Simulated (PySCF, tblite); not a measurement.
# C₆H₁₀N₂Si: geometry, infrared bands and NMR shifts

Wanted: the infrared bands and NMR shifts of C₆H₁₀N₂Si (`CCC#C[Si@@H](N)CC#N`), by calculation.

The runs use tblite 0.8.0 and PySCF 2.14.0, with density-fitted response routines of our own; the level of theory stands in each step. All values are computed, except where a source is named. Atoms count from 0, in the outputs and in this text.

## 1. Starting geometry

19 atoms, charge 0, multiplicity 1; geometry from: force field or distance geometry start.

Bonds of the start (Å): C0–C1 1.52, C1–C2 1.46, C2–C3 1.23, C3–Si4 1.82, Si4–N5 1.82, Si4–C6 1.87, C6–C7 1.47, C7–N8 1.16, C0–H9 1.11, C0–H10 1.12, C0–H11 1.11, C1–H12 1.12, C1–H13 1.11, Si4–H14 1.47, N5–H15 1.04, N5–H16 1.06, C6–H17 1.10, C6–H18 1.11.

## 2. Geometry optimisation with GFN2-xTB

Job settings and geometry (Å):

```
{"job": {"kind": "relax", "xc": "GFN2-xTB", "basis": "xTB"}, "charge": 0, "multiplicity": 1}
C      3.569600    -0.559100     0.749300
C      2.731200    -0.844300    -0.481100
C      1.393400    -0.309700    -0.262000
C      0.257800     0.141900    -0.096000
Si    -1.412700     0.813300     0.165900
N     -2.031100     1.575600    -1.367700
C     -2.509400    -0.631200     0.636800
C     -3.889400    -0.300300     0.235200
N     -4.969700    -0.040100    -0.104400
H      2.941800    -0.117400     1.545800
H      4.026400    -1.534300     1.050600
H      4.346600     0.184700     0.485600
H      2.625800    -1.942600    -0.667000
H      3.234200    -0.378400    -1.353300
H     -1.383400     1.820200     1.231000
H     -2.979100     1.191000    -1.545000
H     -1.349900     1.229100    -2.106100
H     -2.127800    -1.529400     0.138400
H     -2.484200    -0.744500     1.736600
```

Started as:

```sh
$ OMP_NUM_THREADS=1 python probes_run.py task.json out
```

The driver reads the jobs from task.json and runs them one after another.

**Question.** This job is followed by: GFN2-xTB harmonic vibrations, gas phase; GIAO PBE0/pcSseg-1 NMR shielding, non-relativistic, gas phase. Predict these results of the whole session: strongest single infrared mode (GFN2-xTB); zero-point energy (GFN2-xTB); ¹³C shifts against TMS (PBE0/pcSseg-1); ¹H shifts against TMS (PBE0/pcSseg-1, means over atoms taken as alike); ²⁹Si shifts against TMS (PBE0/pcSseg-1); ¹⁵N shifts against NH3 (PBE0/pcSseg-1).

**Answer**, as computed:

| quantity | value |
| --- | --- |
| strongest single infrared mode (GFN2-xTB) | 2394 cm⁻¹, 360 km/mol |
| zero-point energy (GFN2-xTB) | 90.5 kcal/mol |
| ¹³C shifts against TMS (PBE0/pcSseg-1) | 122.8, 118.6, 85.2, 16.5, 16.5, 3.5 ppm |
| ¹H shifts against TMS (PBE0/pcSseg-1, means over atoms taken as alike) | 5.30, 2.41, 2.37, 1.82, 1.52, 1.22, 0.84 ppm |
| ²⁹Si shifts against TMS (PBE0/pcSseg-1) | -46.4 ppm |
| ¹⁵N shifts against NH3 (PBE0/pcSseg-1) | 295.5, 14.9 ppm |

**Reading.** The optimisation took 149 steps and gained 0.765 eV; among the close pairs (by a distance rule), Si4–N5 changed most, from 1.821 to 1.718 Å. No mode is imaginary among the 51: a minimum at this level. The strongest single mode, at 2394 cm⁻¹, moves mainly C7 and N8. GFN2-xTB is a fitted tight-binding method: band positions and strengths are rough. Its intensities can rank the bands wrongly. The most deshielded carbon is C7 (nitrile carbon), at 122.8 ppm: C≡N carbons fall here, among the sp2 signals but without a proton. At PBE0/pcSseg-1: The widest tensor belongs to N8: span 506 ppm, with a paramagnetic part of -366 ppm.
